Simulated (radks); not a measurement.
# Cd²⁺ in [Ar] 3d10 4s2 4p4 4d10 5p2: an all-electron calculation

An exercise on one series of results from a longer session: the logs are not shown, and one member is left open.

Method: Dirac Kohn-Sham, XLYP, spin-unpolarised, spherical densities, point nucleus; open shells are shared between the two j in proportion to 2j + 1. Code: radks (a radial shooting solver on a logarithmic mesh, Libxc functionals) version 1.

## Starting point

```
element       : cadmium (Z = 48)
charge        : +2
electrons     : 46
configuration : [Ar] 3d10 4s2 4p4 4d10 5p2
```

Outer shells as boxes (Hund's rule):

Cd²⁺
```
[Ar] core
3d [↑↓][↑↓][↑↓][↑↓][↑↓]
4s [↑↓]
4p [↑↓][↑ ][↑ ]
4d [↑↓][↑↓][↑↓][↑↓][↑↓]
5p [↑ ][↑ ][  ]
```

The first run:

Settings of this run:

```text
Z 48
configuration [Ar] 3d10 4s2 4p4 4d10 5p2 5s0 4f0
relativity Dirac
functional xlyp
spin unpolarised
j_filling average
nucleus point
c 137.035999084
```

Command:

```sh
> python run_ks.py task.json out
```

All runs below come from this command, one after another.

One of the session's tables, all rows but one given; the rest of the session is left out.

It belongs to the step «Radial structure». From the orbitals of this run (lengths in bohr):

| level | <r> | outermost maximum (interpolated) | 90 % within | nodes |
| --- | --- | --- | --- | --- |
| 1s1/2 | 0.03039 | 0.0197 | 0.0546 | 0 |
| 2s1/2 | 0.1312 | 0.111 | 0.203 | 1 |
| 2p1/2 | 0.1112 | 0.0859 | 0.182 | 0 |
| 2p3/2 | 0.1164 | 0.0903 | 0.189 | 0 |
| 3s1/2 | 0.3580 | 0.324 | 0.527 | 2 |
| 3p1/2 | 0.3493 | 0.310 | 0.526 | 1 |
| 3p3/2 | ? | ? | ? | ? |
| 3d3/2 | 0.3324 | 0.264 | 0.526 | 0 |
| 3d5/2 | 0.3359 | 0.267 | 0.531 | 0 |
| 4s1/2 | 0.8672 | 0.791 | 1.25 | 3 |
| 4p1/2 | 0.9193 | 0.821 | 1.35 | 2 |
| 4p3/2 | 0.9476 | 0.845 | 1.39 | 2 |
| 4d3/2 | 1.146 | 0.943 | 1.77 | 1 |
| 4d5/2 | 1.159 | 0.952 | 1.79 | 1 |
| 5s1/2 | 2.263 | 2.01 | 3.27 | 4 |
| 5p1/2 | 2.646 | 2.31 | 3.87 | 3 |
| 5p3/2 | 2.723 | 2.38 | 3.98 | 3 |

**Question.** Estimate the row for 3p3/2.

As computed: <r>: 0.3603; outermost maximum (interpolated): 0.320; 90 % within: 0.542; nodes: 1. In the column «<r>» it lies between 3s1/2 (0.3580) and 4s1/2 (0.8672).
